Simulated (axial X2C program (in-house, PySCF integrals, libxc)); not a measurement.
# FGaF⁺: bond lengths and stretches, held linear

How do method and spin–orbit coupling move the bonds and stretches of FGaF⁺, held linear?

Computed with an in-house X2C program for linear molecules on PySCF integrals. Level: all-electron X2C, two-component (2c) or spin-free, F dyall-av3z, Ga dyall-v3z.

All values are calculated.

1 further run of the same task is left out (set aside as unsound or not needed).

## (1) Input

task.json reads:

```json
{"zs": [9, 31, 9], "q": 1, "bas": ["dyall-av3z", "dyall-v3z", "dyall-av3z"], "r0": [1.88, 1.88], "symm": 1, "scan": ["PBE0", "HF", "BHandHLYP"], "levels": ["PBE0", "HF", "PBE"], "nst": 2}
```

Keys: zs atomic numbers; q charge; bas basis sets; r0 starting distance in Å; symm equal bonds; scan levels of the two-bond scan (MP2 follows by itself at each HF point); levels methods; nst determinants followed.

On the command line:

```bash
> python solin.py task.json out
```

Masses F 18.998, Ga 68.926, F 18.998 u.

## (2) Scan at PBE0, 2c

State: Ω = 0 (all partner blocks equally filled). Energies above the lowest point, from the job's result record:

```csv
r(F–Ga) (Å),r(Ga–F) (Å),E (meV)
1.6136,1.6136,63.02
1.6136,1.6550,32.12
1.6136,1.6964,66.86
1.6550,1.6136,32.12
1.6550,1.6550,0.00
1.6550,1.6964,33.53
1.6550,1.7378,118.65
1.6964,1.6136,66.86
1.6964,1.6550,33.53
1.6964,1.6964,65.86
1.7378,1.6550,118.65
1.7378,1.7378,232.45
```

A quadratic surface with cubic terms in each bond gives the minimum at 1.653 and 1.653 Å, force constants 6.2, 6.2 and coupling -0.11 mdyn/Å.

## (3) Scan at HF, 2c

State: Ω = 0 (all partner blocks equally filled). Energies above the lowest point, from the job's result record:

```csv
r(F–Ga) (Å),r(Ga–F) (Å),E (meV)
1.6136,1.6136,19.46
1.6136,1.6550,9.90
1.6136,1.6964,69.82
1.6550,1.6136,9.90
1.6550,1.6550,0.00
1.6550,1.6964,59.61
1.6550,1.7378,174.11
1.6964,1.6136,69.82
1.6964,1.6550,59.61
1.6964,1.6964,118.91
1.7378,1.6550,174.11
1.7378,1.7378,347.06
```

A quadratic surface with cubic terms in each bond gives the minimum at 1.639 and 1.639 Å, force constants 7.02, 7.02 and coupling -0.03 mdyn/Å.

## (4) Scan at BHandHLYP, 2c

State: Ω = 0 (all partner blocks equally filled). Energies above the lowest point, from the job's result record:

```csv
r(F–Ga) (Å),r(Ga–F) (Å),E (meV)
1.6136,1.6136,39.20
1.6136,1.6550,20.07
1.6136,1.6964,67.73
1.6550,1.6136,20.07
1.6550,1.6550,0.00
1.6550,1.6964,46.74
1.6550,1.7378,145.98
1.6964,1.6136,67.73
1.6964,1.6550,46.74
1.6964,1.6964,92.55
1.7378,1.6550,145.98
1.7378,1.7378,288.27
```

A quadratic surface with cubic terms in each bond gives the minimum at 1.645 and 1.645 Å, force constants 6.56, 6.56 and coupling -0.09 mdyn/Å.

## (5) The levels side by side

| level | r(F–Ga) (Å) | r(Ga–F) (Å) | lower stretch (cm⁻¹) | upper stretch (cm⁻¹) |
| --- | --- | --- | --- | --- |
| PBE0, 2c | 1.653 | 1.653 | 737.3 | 935.3 |
| HF, 2c | 1.639 | 1.639 | 790.1 | 988.0 |
| BHandHLYP, 2c | 1.645 | 1.645 | 760.2 | 959.4 |
| MP2, 2c | 1.658 | 1.658 | 737.2 | 930.5 |
| PBE0, spin-free | 1.653 | 1.653 | 737.5 | 935.4 |
| HF, spin-free | 1.639 | 1.639 | 790.2 | 988.1 |
| BHandHLYP, spin-free | 1.645 | 1.645 | 760.4 | 959.5 |
| MP2, spin-free | 1.658 | 1.658 | 737.3 | 930.6 |

Scans not shown above were run alike.

In words: Over the levels the F–Ga bond spans 1.639 to 1.658 Å and the Ga–F bond 1.639 to 1.658 Å. At PBE0 spin–orbit coupling leaves both bonds unchanged to 0.001 Å. Each state is one determinant, the lowest of a limited PBE0 search; the stretches come from a fit to few points and are good to some per cent at best. The stretches are sorted by size, and where the two bonds are alike the symmetric and antisymmetric modes can swap order between levels. MP2 freezes inner shells (threshold -2 hartree). The molecule was held linear; bending was not examined, so a bent shape may lie lower.
